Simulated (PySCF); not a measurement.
**Tc2: basis, grid and Hamiltonian**

Aim: see how much the energy and properties of Tc2 depend on the numerical set-up.

Program: PySCF 2.14.0. Level of theory: method and basis as typed in the scripts. These are calculated values, not measurements.

5 further runs of the same task are left out: 2 for a known fault of the program, 3 that didn't finish.

### 1 The starting structure

Tc2: 2 atoms, charge 0, spin multiplicity 1.

Bond lengths: Tc1–Tc2 2.232 Å.

### 2 The run that the others are compared with

The input, input.py:

```python
from pyscf import gto, scf

mol = gto.M(
    atom='Tc 0 0 0; Tc 0 0 2.232',
    basis='sbkjc',
    ecp={'Tc': 'sbkjc'},
    charge=0,
    spin=0,
    verbose=4,
)
mf = scf.RHF(mol)
mf.level_shift = 0.3
mf.kernel()
mf.dip_moment()
print('orbital energies (hartree):', mf.mo_energy[..., max(0, mol.nelec[1]-3):mol.nelec[0]+3].round(4))
```

On the command line:

```console
> python input.py
```

Its log is not repeated here.

It gives: E(SCF) = -158.973300 Eh, μ = 0.00 D.

The bond length is a typed value, not an optimised one.

### 3 Def2-svpd

Edit 1 changes basis set: sbkjc → def2-svpd. The core potential changes with it: totals don't compare.

The input, input.py:

```python
from pyscf import gto, scf

mol = gto.M(
    atom='Tc 0 0 0; Tc 0 0 2.232',
    basis='def2-svpd',
    ecp={'Tc': 'def2-svpd'},
    charge=0,
    spin=0,
    verbose=4,
)
mf = scf.RHF(mol)
mf.level_shift = 0.3
mf.kernel()
mf.dip_moment()
print('orbital energies (hartree):', mf.mo_energy[..., max(0, mol.nelec[1]-3):mol.nelec[0]+3].round(4))
```

On the command line:

```console
> python input.py
```

### 4 Cartesian functions on

Edit 2 changes Cartesian functions: off → on.

input.py, as its differences from that of step 2:

```diff
@@ -8,2 +8,3 @@
     spin=0,
+    cart=True,
     verbose=4,
```

### 5 Crenbl

Edit 3 changes basis set: sbkjc → crenbl. The core potential changes with it: totals don't compare.

input.py, as its differences from that of step 2:

```diff
@@ -4,4 +4,4 @@
     atom='Tc 0 0 0; Tc 0 0 2.232',
-    basis='sbkjc',
-    ecp={'Tc': 'sbkjc'},
+    basis='crenbl',
+    ecp={'Tc': 'crenbl'},
     charge=0,
```

**Question.** What will these runs give? Wanted: for each run, E(SCF); from base; gap.

**Answer**, as computed:

```
                   run  E(SCF) (hartree)  from base (eV)  cycles  gap (eV)  functions
                  base       -158.973300               0      28      4.60         62
             def2-svpd       -159.697524  not comparable      22      5.79         68
Cartesian functions on       -158.976283         -0.0812      28      4.54         68
                crenbl       -159.063574  not comparable      22      5.55         80
```

In words: Total energies from different bases, Hamiltonians or methods carry different errors, so properties are taken as differences within one set-up.
